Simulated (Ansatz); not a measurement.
**Cd: a trial structure relaxed**

Where does Cd go from the start given, iodine type (Cmce, No. 64)?

Method: DFT r2SCAN, scalar-relativistic, plane waves, PAW, in Ansatz 0.2.0.

### Step 1. The starting structure

It takes space group Cmce (No. 64, orthorhombic). The conventional cell has a = 5.882 Å, b = 3.888 Å, c = 7.929 Å, α = 90.00°, β = 90.00°, γ = 90.00°. Around Cd (site symmetry m) lie 1 Cd at 2.19 Å.

Coordinates:

```xyz
4
Lattice="2.9411 -1.9439 0.0000 2.9411 1.9439 0.0000 0.0000 0.0000 7.9295" Properties=species:S:1:pos:R:3 pbc="T T T"
Cd    2.9411   -1.3607    0.9277
Cd    2.9411   -0.5832    4.8925
Cd    2.9411    1.3607    7.0017
Cd    2.9411    0.5832    3.0370
```

(A quick probe on a coarse mesh, which set the mesh and smearing, is not shown.)

### Step 3. Coarse relaxation

Contents of input.yaml:

```yaml
crystal:
  lattice:
    - [2.941118533, -1.9438543578, 0.0]
    - [2.941118533, 1.9438543578, 0.0]
    - [0.0, 0.0, 7.9294663687]
  atoms:
    - { symbol: Cd, position: [0.85, 0.15, 0.117] }
    - { symbol: Cd, position: [0.65, 0.35, 0.617] }
    - { symbol: Cd, position: [0.15, 0.85, 0.883] }
    - { symbol: Cd, position: [0.35, 0.65, 0.383] }
basis:
  ecutwfc: 500
kpoints:
  mp_grid: { grid: [6, 6, 2] }
hamiltonian:
  xc: r2scan
scf:
  occupations: { method: gaussian, width: 0.1 }
  lower_state_search: "off"
output:
  forces: true
  stress: true
  eigenvalues: true
relax:
  adjacent_minimum: "off"
  f_tol: 0.04
  max_steps: 70
  cell: { stress_tol: 0.4 }
```

The session goes on with these runs: full relaxation.

**Question.** What will these runs give?

The runs gave:

```
           quantity                                                                      value
cell (conventional)  a = 2.904 Å, b = 5.404 Å, c = 5.701 Å, α = 90.00°, β = 90.00°, γ = 90.00°
        space group                                                              Fmmm (No. 69)
             volume                                                              22.37 Å³/atom
    gap on the mesh                                                               none (metal)
```

The structure ended in another space group than at the start: Cmce to Fmmm.
